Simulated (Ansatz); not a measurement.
# KZn26S27: the cost of one run

Computed with Ansatz 0.2.0 (DFT, PBE, plane-wave PAW, default files, scalar-relativistic, as far as a step names no other, unless a step's input says otherwise).

The COD entry's cell or inner coordinates are ideal or old and differ from later refinements, so a difference from it is no clean test against experiment.

## (1) The system as given

It takes space group F-43m (No. 216, cubic). Conventional cell: a = 16.212 Å, b = 16.212 Å, c = 16.212 Å, α = 90.00°, β = 90.00°, γ = 90.00°. K (site symmetry -43m) is surrounded by 4 S at 2.34 Å. Around Zn (site symmetry m) lie 4 S at 2.34 Å. Around Zn (site symmetry 3m) lie 4 S at 2.34 Å. Around Zn (site symmetry 2mm) lie 4 S at 2.34 Å. S (site symmetry 3m) is surrounded by 1 K at 2.34 Å and 3 Zn at 2.34 Å. S (site symmetry 2mm) is surrounded by 4 Zn at 2.34 Å. S (site symmetry m) has 4 Zn at 2.34 Å as nearest neighbours. Only part of the 10 independent sites is listed.

As a file:

```cif
data_structure
_symmetry_space_group_name_H-M 'F-43m'
_symmetry_Int_Tables_number 216
_cell_length_a 16.2120
_cell_length_b 16.2120
_cell_length_c 16.2120
_cell_angle_alpha 90.000
_cell_angle_beta 90.000
_cell_angle_gamma 90.000
_cell_volume 4260.98
loop_
_atom_site_label
_atom_site_type_symbol
_atom_site_symmetry_multiplicity
_atom_site_Wyckoff_symbol
_atom_site_fract_x
_atom_site_fract_y
_atom_site_fract_z
_atom_site_occupancy
K1 K 4 a 0.50000 0.50000 0.00000 1
Zn1 Zn 48 h 0.66667 0.50000 0.16667 1
Zn2 Zn 16 e 0.83333 0.33333 0.16667 1
Zn3 Zn 16 e 0.16667 0.16667 0.33333 1
Zn4 Zn 24 f 0.00000 0.16667 0.50000 1
S1 S 16 e 0.41667 0.08333 0.41667 1
S2 S 24 g 0.75000 0.08333 0.75000 1
S3 S 48 h 0.25000 0.41667 0.58333 1
S4 S 4 d 0.75000 0.25000 0.25000 1
S5 S 16 e 0.08333 0.08333 0.41667 1
```

Atom 1 of the input is the impurity.

## (2) Single point at the given positions

File input.yaml:

```yaml
crystal:
  lattice:
    - [0.0, 8.106, 8.106]
    - [8.106, 0.0, 8.106]
    - [8.106, 8.106, 0.0]
  atoms:
    - { symbol: K, position: [0.0833333333, 0.0833333333, 0.0833333333] }
    - { symbol: Zn, position: [0.0833333333, 0.0833333333, 0.4166666667] }
    - { symbol: Zn, position: [0.0833333333, 0.0833333333, 0.75] }
    - { symbol: Zn, position: [0.0833333333, 0.4166666667, 0.0833333333] }
    - { symbol: Zn, position: [0.0833333333, 0.4166666667, 0.4166666667] }
    - { symbol: Zn, position: [0.0833333333, 0.4166666667, 0.75] }
    - { symbol: Zn, position: [0.0833333333, 0.75, 0.0833333333] }
    - { symbol: Zn, position: [0.0833333333, 0.75, 0.4166666667] }
    - { symbol: Zn, position: [0.0833333333, 0.75, 0.75] }
    - { symbol: Zn, position: [0.4166666667, 0.0833333333, 0.0833333333] }
    - { symbol: Zn, position: [0.4166666667, 0.0833333333, 0.4166666667] }
    - { symbol: Zn, position: [0.4166666667, 0.0833333333, 0.75] }
    - { symbol: Zn, position: [0.4166666667, 0.4166666667, 0.0833333333] }
    - { symbol: Zn, position: [0.4166666667, 0.4166666667, 0.4166666667] }
    - { symbol: Zn, position: [0.4166666667, 0.4166666667, 0.75] }
    - { symbol: Zn, position: [0.4166666667, 0.75, 0.0833333333] }
    - { symbol: Zn, position: [0.4166666667, 0.75, 0.4166666667] }
    - { symbol: Zn, position: [0.4166666667, 0.75, 0.75] }
    - { symbol: Zn, position: [0.75, 0.0833333333, 0.0833333333] }
    - { symbol: Zn, position: [0.75, 0.0833333333, 0.4166666667] }
    - { symbol: Zn, position: [0.75, 0.0833333333, 0.75] }
    - { symbol: Zn, position: [0.75, 0.4166666667, 0.0833333333] }
    - { symbol: Zn, position: [0.75, 0.4166666667, 0.4166666667] }
    - { symbol: Zn, position: [0.75, 0.4166666667, 0.75] }
    - { symbol: Zn, position: [0.75, 0.75, 0.0833333333] }
    - { symbol: Zn, position: [0.75, 0.75, 0.4166666667] }
    - { symbol: Zn, position: [0.75, 0.75, 0.75] }
    - { symbol: S, position: [0.0, 0.0, 0.0] }
    - { symbol: S, position: [0.0, 0.0, 0.3333333333] }
    - { symbol: S, position: [0.0, 0.0, 0.6666666667] }
    - { symbol: S, position: [0.0, 0.3333333333, 0.0] }
    - { symbol: S, position: [0.0, 0.3333333333, 0.3333333333] }
    - { symbol: S, position: [0.0, 0.3333333333, 0.6666666667] }
    - { symbol: S, position: [0.0, 0.6666666667, 0.0] }
    - { symbol: S, position: [0.0, 0.6666666667, 0.3333333333] }
    - { symbol: S, position: [0.0, 0.6666666667, 0.6666666667] }
    - { symbol: S, position: [0.3333333333, 0.0, 0.0] }
    - { symbol: S, position: [0.3333333333, 0.0, 0.3333333333] }
    - { symbol: S, position: [0.3333333333, 0.0, 0.6666666667] }
    - { symbol: S, position: [0.3333333333, 0.3333333333, 0.0] }
    - { symbol: S, position: [0.3333333333, 0.3333333333, 0.3333333333] }
    - { symbol: S, position: [0.3333333333, 0.3333333333, 0.6666666667] }
    - { symbol: S, position: [0.3333333333, 0.6666666667, 0.0] }
    - { symbol: S, position: [0.3333333333, 0.6666666667, 0.3333333333] }
    - { symbol: S, position: [0.3333333333, 0.6666666667, 0.6666666667] }
    - { symbol: S, position: [0.6666666667, 0.0, 0.0] }
    - { symbol: S, position: [0.6666666667, 0.0, 0.3333333333] }
    - { symbol: S, position: [0.6666666667, 0.0, 0.6666666667] }
    - { symbol: S, position: [0.6666666667, 0.3333333333, 0.0] }
    - { symbol: S, position: [0.6666666667, 0.3333333333, 0.3333333333] }
    - { symbol: S, position: [0.6666666667, 0.3333333333, 0.6666666667] }
    - { symbol: S, position: [0.6666666667, 0.6666666667, 0.0] }
    - { symbol: S, position: [0.6666666667, 0.6666666667, 0.3333333333] }
    - { symbol: S, position: [0.6666666667, 0.6666666667, 0.6666666667] }
total_charge: -1
kpoints:
  mp_grid: { grid: [2, 2, 2] }
scf:
  occupations: { method: fermi_dirac, width: 0.01 }
hamiltonian:
  xc: pbe
  pseudopotentials: { kind: paw }
output:
  forces: true
  stress: true
  populations: true
  efg:
    quadrupole_moments_barn: { K: 0.0603, Zn: 0.122, S: -0.0694 }
    contact_densities: true
  write_density: true
  write_potential: true
  elf: true
  volumetric_format: npy
```

On the command line:

```sh
> ansatz run input.yaml --threads 4 --pin off --max-ram 8192MiB --backend cpu --events-out ev --progress --plain --runs-dir out
```

What time and memory should one allow on 4 threads of Arm Neoverse V1, shared host?

About 44 s, with a peak of 4.5 GiB.
